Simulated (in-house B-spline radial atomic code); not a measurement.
# Si²⁺: a test of the box radius

Aim: see how the result and the number of iterations for Si²⁺ depend on the box radius.

Method: Dirac-Coulomb LDA (Slater, VWN5), spherical fractional occupations, Fermi nucleus, basis-set limit. Code: in-house B-spline radial atomic code version 1.

## (1) The atom as given

| Item | Value |
| --- | --- |
| element | silicon (Z = 14) |
| charge | +2 |
| electrons | 12 |
| configuration | [Ne] 3s2 |
| Hamiltonian | Dirac-Coulomb |
| nucleus | Fermi, rms radius 3.122 fm |

The outer shells:

[Ne] 3s2
```
[Ne] core
3s [↑↓]
```

A run counts as converged when the orbital gradient is under the tolerance times 14 hartree (or under the basis's noise floor) and the energy moved by less than 1e-8 hartree times the root of its size. Energy differences under 9e-07 hartree are noise.

## (2) Reference run with standard settings

Settings of the run:

```ini
Z = 14
electrons = 12.0
configuration = [Ne] 3s2
hamiltonian = dirac
method = lda,vwn
spin_polarised = False
nucleus = fermi
rms_radius = 3.1224
mass_number = 28
atomic_mass = 27.97692653442
speed_of_light = 137.035999084
knot_spacing = 0.22
spline_order = 8
gauss_points = 12
box_radius = 22.22
max_iterations = 70
damping = 0.5
damped_steps = 3
diis_vectors = 10
tolerance = 1e-08
start = Thomas-Fermi
```

Launch:

```sh
$ python run_scf.py task.json out
```

task.json lists these runs, among others, and the program works through them in turn.

From the run's result record (rounded, not every field):

```text
status: converged
scf [iteration, energy, orbital gradient]:
  - [1, -287.102320976, 0.185]
  - [2, -287.704117341, 0.126]
  - [3, -287.933272022, 0.0285]
  - [4, -287.946290435, 0.00588]
  - [5, -287.946755973, 0.00368]
  - [6, -287.946969767, 5.38e-05]
  - [7, -287.946969836, 4.06e-06]
  - [8, -287.946969836, 3.37e-08]
energy [hartree]: {"total": -287.946969836, "kinetic": 288.543723139, "nuclear": -679.504131814, "coulomb": 122.10186986, "xc": -19.0884310211}
orbitals [hartree, bohr; first row names the columns]:
  - ["name", "occ", "eps", "<r>"]
  - ["1s1/2", 2.0, -66.159302, 0.11164]
  - ["2s1/2", 2.0, -5.8825553, 0.5696]
  - ["2p1/2", 2.0, -4.3151289, 0.53554]
  - ["2p3/2", 4.0, -4.2912529, 0.53776]
  - ["3s1/2", 2.0, -1.0532248, 1.946]
sum_r [bohr^k]: {"-1": 48.53602, "1": 8.476627, "2": 11.67677}
density_at_nucleus [bohr^-3]: 1887.902
```

It took 1.2 s on 1 thread, shared host.

## (3) Box radius 0.89

The settings differ from step 2 so:

```diff
@@ -14,3 +14,3 @@
 gauss_points = 12
-box_radius = 22.22
+box_radius = 0.89
 max_iterations = 70
```

Result record:

```text
status: converged
warnings: ["1s1/2 reaches the box edge", "2s1/2 reaches the box edge", "2p1/2 has a positive eigenvalue: unbound, held by the box", "2p3/2 has a positive eigenvalue: unbound, held by the box", "3s1/2 has a positive eigenvalue: unbound, held by the box"]
scf [iteration, energy, orbital gradient]:
  - [1, -226.161493849, 0.21]
  - [2, -226.499303869, 0.0367]
  - [3, -226.508752474, 0.0149]
  - [4, -226.510284575, 0.00603]
  - [5, -226.510569146, 0.00114]
  - [6, -226.510580527, 5.87e-06]
  - [7, -226.510580527, 2.02e-08]
energy [hartree]: {"total": -226.510580527, "kinetic": 433.903630981, "nuclear": -809.713841071, "coulomb": 174.627850781, "xc": -25.3282212171}
orbitals [hartree, bohr; first row names the columns]:
  - ["name", "occ", "eps", "<r>"]
  - ["1s1/2", 2.0, -58.782478, 0.11282]
  - ["2s1/2", 2.0, -0.012610449, 0.45469]
  - ["2p1/2", 2.0, 1.5144238, 0.41519]
  - ["2p3/2", 4.0, 1.5445304, 0.41597]
  - ["3s1/2", 2.0, 24.162928, 0.49547]
sum_r [bohr^k]: {"-1": 57.83672, "1": 4.620218, "2": 2.270745}
energy_minus_base [hartree]: 61.4363893
```

Run time: 0.23 s. Hardware: 1 thread, shared host.

energy_minus_base is the energy less that of the reference run.

It converged, but the warnings show orbitals that are unbound or carry amplitude at the edge of the box (from a small box or a coarse basis), so the numbers can't be trusted as the atom's.

## (4) Box radius 1.33

The settings differ from step 3 so:

```diff
@@ -14,3 +14,3 @@
 gauss_points = 12
-box_radius = 0.89
+box_radius = 1.33
 max_iterations = 70
```

Result record:

```text
status: converged
warnings: ["2s1/2 reaches the box edge", "2p1/2 reaches the box edge", "2p3/2 reaches the box edge", "3s1/2 has a positive eigenvalue: unbound, held by the box"]
scf [iteration, energy, orbital gradient]:
  - [1, -273.34814771, 0.136]
  - [2, -273.396255609, 0.00694]
  - [3, -273.396336466, 0.00328]
  - [4, -273.396353839, 0.00155]
  - [5, -273.396358789, 7.83e-05]
  - [6, -273.39635881, 8.77e-06]
  - [7, -273.396358811, 8.13e-08]
energy [hartree]: {"total": -273.396358811, "kinetic": 329.390416403, "nuclear": -724.321922637, "coulomb": 142.911273951, "xc": -21.3761265277}
orbitals [hartree, bohr; first row names the columns]:
  - ["name", "occ", "eps", "<r>"]
  - ["1s1/2", 2.0, -63.54633, 0.11193]
  - ["2s1/2", 2.0, -4.0968171, 0.54895]
  - ["2p1/2", 2.0, -2.4303138, 0.50721]
  - ["2p3/2", 4.0, -2.4067818, 0.50865]
  - ["3s1/2", 2.0, 6.2042774, 0.7657]
sum_r [bohr^k]: {"-1": 51.73729, "1": 5.902174, "2": 3.955234}
energy_minus_base [hartree]: 14.550611
```

It took 0.24 s on 1 thread, shared host.

It converged, but the warnings show orbitals that are unbound or carry amplitude at the edge of the box (from a small box or a coarse basis), so the numbers can't be trusted as the atom's.

## (5) Box radius 2.22

The settings differ from step 4 so:

```diff
@@ -14,3 +14,3 @@
 gauss_points = 12
-box_radius = 1.33
+box_radius = 2.22
 max_iterations = 70
```

Result record:

```text
status: converged
warnings: ["2s1/2 reaches the box edge", "2p1/2 reaches the box edge", "2p3/2 reaches the box edge", "3s1/2 has a positive eigenvalue: unbound, held by the box"]
scf [iteration, energy, orbital gradient]:
  - [1, -285.713387227, 0.175]
  - [2, -286.06465495, 0.0899]
  - [3, -286.187056715, 0.0205]
  - [4, -286.193954783, 0.00435]
  - [5, -286.194207012, 0.00265]
  - [6, -286.194321314, 2.18e-05]
  - [7, -286.194321319, 2.79e-07]
  - [8, -286.194321319, 5.41e-08]
energy [hartree]: {"total": -286.194321319, "kinetic": 294.875474987, "nuclear": -689.015283222, "coulomb": 127.534779115, "xc": -19.5892921978}
orbitals [hartree, bohr; first row names the columns]:
  - ["name", "occ", "eps", "<r>"]
  - ["1s1/2", 2.0, -65.583258, 0.11168]
  - ["2s1/2", 2.0, -5.4241073, 0.57391]
  - ["2p1/2", 2.0, -3.8490794, 0.54099]
  - ["2p3/2", 4.0, -3.8257019, 0.54322]
  - ["3s1/2", 2.0, 0.028056205, 1.2824]
sum_r [bohr^k]: {"-1": 49.21539, "1": 7.190878, "2": 6.695293}
energy_minus_base [hartree]: 1.75264852
```

Run time: 0.27 s. Hardware: 1 thread, shared host.

It converged, but the warnings show orbitals that are unbound or carry amplitude at the edge of the box (from a small box or a coarse basis), so the numbers can't be trusted as the atom's.

## (6) Box radius 3.33

The settings differ from step 5 so:

```diff
@@ -14,3 +14,3 @@
 gauss_points = 12
-box_radius = 2.22
+box_radius = 3.33
 max_iterations = 70
```

Result record:

```text
status: converged
warnings: ["2s1/2 reaches the box edge", "2p1/2 reaches the box edge", "2p3/2 reaches the box edge", "3s1/2 reaches the box edge"]
scf [iteration, energy, orbital gradient]:
  - [1, -287.004099109, 0.183]
  - [2, -287.542314825, 0.12]
  - [3, -287.741055626, 0.0275]
  - [4, -287.752449212, 0.00571]
  - [5, -287.752854351, 0.00355]
  - [6, -287.7530437, 2.43e-05]
  - [7, -287.753043714, 2.37e-06]
  - [8, -287.753043714, 3.73e-08]
energy [hartree]: {"total": -287.753043714, "kinetic": 289.6168172, "nuclear": -681.637473059, "coulomb": 123.469419663, "xc": -19.2018075176}
orbitals [hartree, bohr; first row names the columns]:
  - ["name", "occ", "eps", "<r>"]
  - ["1s1/2", 2.0, -66.023732, 0.11165]
  - ["2s1/2", 2.0, -5.7646409, 0.5705]
  - ["2p1/2", 2.0, -4.1964193, 0.53698]
  - ["2p3/2", 4.0, -4.1726364, 0.53923]
  - ["3s1/2", 2.0, -0.89979148, 1.6986]
sum_r [bohr^k]: {"-1": 48.6884, "1": 7.992393, "2": 9.401725}
energy_minus_base [hartree]: 0.193926122
```

It took 0.3 s on 1 thread, shared host.

It converged, but the warnings show orbitals that are unbound or carry amplitude at the edge of the box (from a small box or a coarse basis), so the numbers can't be trusted as the atom's.

## (7) Box radius 4.44

The settings differ from step 6 so:

```diff
@@ -14,3 +14,3 @@
 gauss_points = 12
-box_radius = 3.33
+box_radius = 4.44
 max_iterations = 70
```

Result record:

```text
status: converged
warnings: ["3s1/2 reaches the box edge"]
scf [iteration, energy, orbital gradient]:
  - [1, -287.109385606, 0.185]
  - [2, -287.693958805, 0.125]
  - [3, -287.913357174, 0.0283]
  - [4, -287.925865082, 0.0059]
  - [5, -287.926310839, 0.00366]
  - [6, -287.926517338, 3.79e-05]
  - [7, -287.926517377, 3.36e-06]
  - [8, -287.926517377, 2.26e-08]
energy [hartree]: {"total": -287.926517377, "kinetic": 288.71452768, "nuclear": -679.90096392, "coulomb": 122.369940549, "xc": -19.1100216864}
orbitals [hartree, bohr; first row names the columns]:
  - ["name", "occ", "eps", "<r>"]
  - ["1s1/2", 2.0, -66.133491, 0.11164]
  - ["2s1/2", 2.0, -5.8593895, 0.56974]
  - ["2p1/2", 2.0, -4.2918479, 0.53577]
  - ["2p3/2", 4.0, -4.2679862, 0.53799]
  - ["3s1/2", 2.0, -1.031135, 1.8835]
sum_r [bohr^k]: {"-1": 48.56437, "1": 8.353275, "2": 11.00215}
energy_minus_base [hartree]: 0.0204524591
```

Wall time 0.44 s (1 thread, shared host).

It converged, but the warnings show orbitals that are unbound or carry amplitude at the edge of the box (from a small box or a coarse basis), so the numbers can't be trusted as the atom's.

## (8) Box radius 6.67

The settings differ from step 7 so:

```diff
@@ -14,3 +14,3 @@
 gauss_points = 12
-box_radius = 4.44
+box_radius = 6.67
 max_iterations = 70
```

Result record:

```text
status: converged
warnings: ["3s1/2 reaches the box edge"]
scf [iteration, energy, orbital gradient]:
  - [1, -287.103082174, 0.185]
  - [2, -287.704310758, 0.126]
  - [3, -287.933166389, 0.0285]
  - [4, -287.946166244, 0.00588]
  - [5, -287.946630815, 0.00368]
  - [6, -287.946844334, 5.02e-05]
  - [7, -287.946844402, 4.04e-06]
  - [8, -287.946844402, 3.2e-08]
energy [hartree]: {"total": -287.946844402, "kinetic": 288.54560736, "nuclear": -679.509215627, "coulomb": 122.10548016, "xc": -19.0887162947}
orbitals [hartree, bohr; first row names the columns]:
  - ["name", "occ", "eps", "<r>"]
  - ["1s1/2", 2.0, -66.158964, 0.11164]
  - ["2s1/2", 2.0, -5.8822447, 0.56961]
  - ["2p1/2", 2.0, -4.3148171, 0.53554]
  - ["2p3/2", 4.0, -4.2909413, 0.53777]
  - ["3s1/2", 2.0, -1.0529842, 1.9448]
sum_r [bohr^k]: {"-1": 48.53639, "1": 8.474241, "2": 11.66011}
energy_minus_base [hartree]: 0.000125434355
```

Run time: 0.53 s. Hardware: 1 thread, shared host.

It converged, but the warnings show orbitals that are unbound or carry amplitude at the edge of the box (from a small box or a coarse basis), so the numbers can't be trusted as the atom's.

## (9) Box radius 11.11

The settings differ from step 8 so:

```diff
@@ -14,3 +14,3 @@
 gauss_points = 12
-box_radius = 6.67
+box_radius = 11.11
 max_iterations = 70
```

Result record:

```text
status: converged
scf [iteration, energy, orbital gradient]:
  - [1, -287.102321035, 0.185]
  - [2, -287.704117361, 0.126]
  - [3, -287.933272022, 0.0285]
  - [4, -287.946290433, 0.00588]
  - [5, -287.946755972, 0.00368]
  - [6, -287.946969766, 5.38e-05]
  - [7, -287.946969835, 4.06e-06]
  - [8, -287.946969835, 3.37e-08]
energy [hartree]: {"total": -287.946969835, "kinetic": 288.54372318, "nuclear": -679.504131939, "coulomb": 122.101869952, "xc": -19.0884310282}
orbitals [hartree, bohr; first row names the columns]:
  - ["name", "occ", "eps", "<r>"]
  - ["1s1/2", 2.0, -66.159302, 0.11164]
  - ["2s1/2", 2.0, -5.8825553, 0.5696]
  - ["2p1/2", 2.0, -4.3151289, 0.53554]
  - ["2p3/2", 4.0, -4.2912529, 0.53776]
  - ["3s1/2", 2.0, -1.0532248, 1.946]
sum_r [bohr^k]: {"-1": 48.53602, "1": 8.476627, "2": 11.67677}
energy_minus_base [hartree]: 1.33451294e-09
```

Wall time 0.58 s (1 thread, shared host).

## (10) Box radius 44.44

The settings differ from step 9 so:

```diff
@@ -14,3 +14,3 @@
 gauss_points = 12
-box_radius = 11.11
+box_radius = 44.44
 max_iterations = 70
```

Result record:

```text
status: converged
scf [iteration, energy, orbital gradient]:
  - [1, -287.102320977, 0.185]
  - [2, -287.704117341, 0.126]
  - [3, -287.933272022, 0.0285]
  - [4, -287.946290435, 0.00588]
  - [5, -287.946755973, 0.00368]
  - [6, -287.946969767, 5.38e-05]
  - [7, -287.946969836, 4.06e-06]
  - [8, -287.946969836, 3.37e-08]
energy [hartree]: {"total": -287.946969836, "kinetic": 288.54372314, "nuclear": -679.504131815, "coulomb": 122.10186986, "xc": -19.0884310212}
orbitals [hartree, bohr; first row names the columns]:
  - ["name", "occ", "eps", "<r>"]
  - ["1s1/2", 2.0, -66.159302, 0.11164]
  - ["2s1/2", 2.0, -5.8825553, 0.5696]
  - ["2p1/2", 2.0, -4.3151289, 0.53554]
  - ["2p3/2", 4.0, -4.2912529, 0.53776]
  - ["3s1/2", 2.0, -1.0532248, 1.946]
sum_r [bohr^k]: {"-1": 48.53602, "1": 8.476627, "2": 11.67677}
energy_minus_base [hartree]: 1.17097443e-11
```

Wall time 0.71 s (1 thread, shared host).

## (11) Box radius 88.88

The settings differ from step 10 so:

```diff
@@ -14,3 +14,3 @@
 gauss_points = 12
-box_radius = 44.44
+box_radius = 88.88
 max_iterations = 70
```

Result record:

```text
status: converged
scf [iteration, energy, orbital gradient]:
  - [1, -287.102320977, 0.185]
  - [2, -287.704117341, 0.126]
  - [3, -287.933272022, 0.0285]
  - [4, -287.946290435, 0.00588]
  - [5, -287.946755973, 0.00368]
  - [6, -287.946969767, 5.38e-05]
  - [7, -287.946969836, 4.06e-06]
  - [8, -287.946969836, 3.37e-08]
energy [hartree]: {"total": -287.946969836, "kinetic": 288.543723139, "nuclear": -679.504131815, "coulomb": 122.10186986, "xc": -19.0884310211}
orbitals [hartree, bohr; first row names the columns]:
  - ["name", "occ", "eps", "<r>"]
  - ["1s1/2", 2.0, -66.159302, 0.11164]
  - ["2s1/2", 2.0, -5.8825553, 0.5696]
  - ["2p1/2", 2.0, -4.3151289, 0.53554]
  - ["2p3/2", 4.0, -4.2912529, 0.53776]
  - ["3s1/2", 2.0, -1.0532248, 1.946]
sum_r [bohr^k]: {"-1": 48.53602, "1": 8.476627, "2": 11.67677}
energy_minus_base [hartree]: 1.18802745e-11
```

It took 1.1 s on 1 thread, shared host.

## (12) Results

| run | outcome | iterations | energy less the reference (hartree) |
| --- | --- | --- | --- |
| reference | converged | 8 | 0 |
| box radius 0.89 | converged | 7 | +61.4 |
| box radius 1.33 | converged | 7 | +14.6 |
| box radius 2.22 | converged | 8 | +1.75 |
| box radius 3.33 | converged | 8 | +0.194 |
| box radius 4.44 | converged | 8 | +0.0205 |
| box radius 6.67 | converged | 8 | +0.000125 |
| box radius 11.11 | converged | 8 | below noise |
| box radius 44.44 | converged | 8 | below noise |
| box radius 88.88 | converged | 8 | below noise |

**Reading.** Of 9 changed inputs, 3 gave the reference energy within 1e-05 hartree and 6 converged to another value. The worst converged miss is +61.4 hartree (box radius 0.89): so small a box squeezes the electrons and raises the energy.
